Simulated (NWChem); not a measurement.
**UM05-2X-D3(0)/x2c-SVPall-2c (sfX2C, esp resp) run of SiHSClF (SMILES F[Si](S)Cl)**

What is the vertical electron affinity of SiHSClF at UM05-2X-D3(0)/x2c-SVPall-2c (sfX2C, esp resp)? 

The results are computed with NWChem 7.3.0.

1 further run of the same task is left out (it didn't finish).

**1. The structure to begin with**

SiHSClF: 5 atoms, total charge 0, spin state doublet. SMILES: `F[Si](S)Cl`. Geometry: relaxed at PBE0-D4/def2-TZVP. This is one conformer, not always the lowest.

Bond lengths: F1–Si2 1.595 Å, Si2–S3 2.126 Å, Si2–Cl4 2.048 Å, S3–H5 1.348 Å. Angles: F1–Si2–S3 109.9°, F1–Si2–Cl4 105.6°, S3–Si2–Cl4 112.7°, Si2–S3–H5 93.2°.

**2. The energy at UM05-2X-D3(0)/x2c-SVPall-2c (sfX2C, esp resp)**

struct.nw reads:

```
start struct
memory 2200 mb
charge 0
geometry noautosym nocenter noautoz
 F     1.365900    0.779800   -0.805000
 Si    0.179200   -0.285900   -0.810900
 S    -1.537100    0.537800    0.134500
 Cl    0.909900   -1.928000    0.170400
 H    -0.867900    0.822600    1.269700
end
basis "ao basis" spherical bse
 F library x2c-SVPall-2c
 Si library x2c-SVPall-2c
 S library x2c-SVPall-2c
 Cl library x2c-SVPall-2c
 H library x2c-SVPall-2c
end
relativistic
 x2c on
end
dft
 xc m05-2x
 mult 2
 disp vdw 3
 grid xfine
 direct
 iterations 200
 mulliken
end
esp
 restrain
 range 0.4
 spacing 0.035
 recalculate
end
task dft energy
task esp
```

The run is started by

```console
$ nwchem struct.nw > struct.out
```

The log of the run:

```text
[...]
          Wavefunction type:  spin polarized.
          No. of atoms     :     5
          No. of electrons :    57
[...]
          Charge           :     0
          Spin multiplicity:     2
[...]
          AO basis - number of functions:    82
[...]
              XC Information
              --------------
                       M05-2X Method XC Functional
                     Hartree-Fock (Exact) Exchange  0.560
                M05-2X metaGGA Exchange Functional  0.440
                      M05-2X Correlation Potential  1.000
[...]
 d= 0,ls=0.0,diis     1  -1251.0488720592 -1.52D+03  7.91D-03  2.58D-01     2.6
[...]
 d= 0,ls=0.0,diis     8  -1251.1362687684 -4.47D-07  6.65D-06  1.69D-07    17.8
[...]
         Total DFT energy =    -1251.136268768384
      One electron energy =    -2261.772105124380
           Coulomb energy =      830.324344991995
    Exchange-Corr. energy =      -86.191850668329
 Nuclear repulsion energy =      266.503409580928
    Dispersion correction =       -0.000067548599
[...]
      Total Density - Mulliken Population Analysis
     ---------------------------------------------
    Atom       Charge   Shell Charges
 -----------   ------   -------------------------------------------------------
    1 F    9     9.32   1.99  1.10  0.81  3.36  2.05  0.01
    2 Si  14    13.35   2.00  1.98  1.06  0.19  0.08  5.84  1.09  0.72  0.38
    3 S   16    16.21   2.00  1.98  1.22  0.63  0.07  5.87  1.78  2.61  0.05
    4 Cl  17    17.23   2.00  1.98  1.23  0.72  0.07  5.88  2.10  3.23  0.02
    5 H    1     0.89   0.69  0.17  0.03
[...]
      <S2> =      0.7520 (Exact =     0.7500)
[...]
 Dipole moment                                  0.239488    0.239594    0.239594
 Quadrupole moment Qxx                         -7.455880   -7.445010   -7.445010
                   Qyy                         -2.587521   -2.584160   -2.584160
                   Qzz                         10.043402   10.029170   10.029170
[...]
```

Run time: 21 s. Hardware: 1 thread of Intel Xeon 6975P-C (Granite Rapids), shared host; peak memory 0.14 GiB.

**3. The singlet anion**

a.nw reads:

```
start a
memory stack 880 mb heap 220 mb global 1100 mb
charge -1
geometry noautosym nocenter noautoz
  F        1.365900       0.779800      -0.805000
  Si       0.179200      -0.285900      -0.810900
  S       -1.537100       0.537800       0.134500
  Cl       0.909900      -1.928000       0.170400
  H       -0.867900       0.822600       1.269700
end
basis spherical bse
  * library x2c-SVPall-2c
end
relativistic
  x2c on
end
dft
  xc m05-2x
  disp vdw 3
  grid xfine
  direct
  maxiter 150
  mulliken
end
esp
  restrain
  range 0.4
  spacing 0.035
  recalculate
end
task dft energy
task esp
```

The run is started by

```console
$ nwchem a.nw > a.out
```

The log of the run:

```text
[...]
          Wavefunction type:  closed shell.
          No. of atoms     :     5
          No. of electrons :    58
[...]
          Charge           :    -1
          Spin multiplicity:     1
[...]
          AO basis - number of functions:    82
[...]
              XC Information
              --------------
                       M05-2X Method XC Functional
                     Hartree-Fock (Exact) Exchange  0.560
                M05-2X metaGGA Exchange Functional  0.440
                      M05-2X Correlation Potential  1.000
[...]
 d= 0,ls=0.0,diis     1  -1251.0295096456 -1.52D+03  2.26D-02  3.44D+00     1.7
[...]
 d= 0,ls=0.0,diis    10  -1251.1821918290 -5.14D-08  2.98D-06  6.36D-09    13.8
         Total DFT energy =    -1251.182191829009
      One electron energy =    -2275.028126012326
           Coulomb energy =      843.854541947990
    Exchange-Corr. energy =      -86.511949797002
 Nuclear repulsion energy =      266.503409580928
    Dispersion correction =       -0.000067548599
[...]
      Total Density - Mulliken Population Analysis
     ---------------------------------------------
    Atom       Charge   Shell Charges
 -----------   ------   -------------------------------------------------------
    1 F    9     9.39   1.99  1.09  0.81  3.37  2.12  0.00
    2 Si  14    13.86   2.00  1.98  1.06  0.58  0.08  5.84  1.04  0.94  0.32
    3 S   16    16.34   2.00  1.98  1.20  0.64  0.07  5.87  1.77  2.76  0.05
    4 Cl  17    17.40   2.00  1.98  1.20  0.74  0.07  5.88  2.10  3.41  0.02
    5 H    1     1.01   0.71  0.27  0.03
[...]
 Dipole moment                                  1.598419    1.597814    1.597814
 Quadrupole moment Qxx                         -6.260799   -6.258047   -6.258047
                   Qyy                         -1.318534   -1.318161   -1.318161
                   Qzz                          7.579333    7.576208    7.576208
[...]
```

Run time: 17 s. Hardware: 1 thread of Intel Xeon 6975P-C (Granite Rapids), shared host; peak memory 0.14 GiB.

**4. Results**

Level: UM05-2X-D3(0)/x2c-SVPall-2c (sfX2C, esp resp).

| quantity | value |
| --- | --- |
| doublet SiHSClF: total energy | -1251.13627 Eh |
| doublet SiHSClF: dipole moment | 0.60 D |
| doublet SiHSClF: HOMO energy (highest over α and β) | -7.92 eV |
| doublet SiHSClF: LUMO energy (lowest over α and β) | -2.98 eV |
| doublet SiHSClF: dispersion energy | -0.18 kJ/mol |
| doublet SiHSClF: ⟨S²⟩ | 0.752 |
| singlet anion: total energy | -1251.18219 Eh |
| singlet anion: HOMO energy | 0.06 eV |
| singlet anion: LUMO energy | 6.67 eV |
| singlet anion: HOMO–LUMO gap (to an unbound level, set by the basis) | 6.61 eV |
| singlet anion: dispersion energy | -0.18 kJ/mol |
| vertical electron affinity (to the singlet anion) | 1.250 eV |

**Reading.** At fixed nuclei the extra electron is bound by 1.25 eV (121 kJ/mol). The basis has no diffuse functions, so the error can be as large as this value. The HOMO (singlet anion) lies at positive energy, 0.06 eV; only total energies tell whether the electron is bound.
